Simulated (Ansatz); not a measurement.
# ClF3H2SZr: the cost of one run

Method: RKS PBE/def2-SVP, in Ansatz 0.2.0.

### 1 The system as given

Bond lengths: Zr1–Cl2 2.870 Å, Zr1–F3 1.980 Å, Zr1–F4 1.979 Å, Zr1–F5 1.979 Å, Zr1–S6 2.850 Å, S6–H7 1.400 Å. Angles: Cl2–Zr1–F3 109.4°, Cl2–Zr1–F4 109.5°, Cl2–Zr1–F5 109.5°, Cl2–Zr1–S6 71.6°, F3–Zr1–F4 109.5°, F3–Zr1–F5 109.5°, F3–Zr1–S6 178.9°, F4–Zr1–F5 109.5°, F4–Zr1–S6 70.0°, F5–Zr1–S6 70.0°, Zr1–S6–H7 109.5°.

As a file:

```xyz
8

Zr    0.0000    0.0000    0.0000
Cl    0.0000    0.0000    2.8700
F     1.8671    0.0000   -0.6593
F    -0.9326    1.6157   -0.6593
F    -0.9326   -1.6157   -0.6593
S    -2.7046    0.0000    0.8987
H    -3.4602   -0.8728    0.1067
H    -1.5972    0.0000    2.2626
```

### 2 A restrained relaxation towards end A

Springs on the bonds that form and break draw the guess towards this end; the thresholds are loose.

File input.yaml:

```yaml
crystal:
  periodic: [false, false, false]
  atoms:
    - { symbol: Zr, position_ang: [0.0, 0.0, 0.0] }
    - { symbol: Cl, position_ang: [0.0, 0.0, 2.87] }
    - { symbol: F, position_ang: [1.8671, 0.0, -0.6593] }
    - { symbol: F, position_ang: [-0.9326, 1.6157, -0.6593] }
    - { symbol: F, position_ang: [-0.9326, -1.6157, -0.6593] }
    - { symbol: S, position_ang: [-2.7046, 0.0, 0.8987] }
    - { symbol: H, position_ang: [-3.4602, -0.8728, 0.1067] }
    - { symbol: H, position_ang: [-1.5972, 0.0, 2.2626] }
basis:
  gaussian: { orbitals: def2-SVP }
hamiltonian:
  xc: pbe
relax:
  f_tol: 0.15
  max_steps: 25
  restrain:
    - { distance: [0, 5], at: 3.75, k: 30.0 }
    - { distance: [7, 1], at: 2.57, k: 30.0 }
    - { distance: [0, 1], at: 2.52, k: 30.0 }
    - { distance: [7, 5], at: 1.4, k: 30.0 }
```

Launch:

```console
$ ansatz run input.yaml --threads 4 --pin off --max-ram 5120MiB --backend cpu --events-out ev --progress --plain --runs-dir out
```

**Question.** How long does this run take on 4 threads of Arm Neoverse V1, shared host, and how much memory does it need?

About 18 s, with a peak of 0.18 GiB.
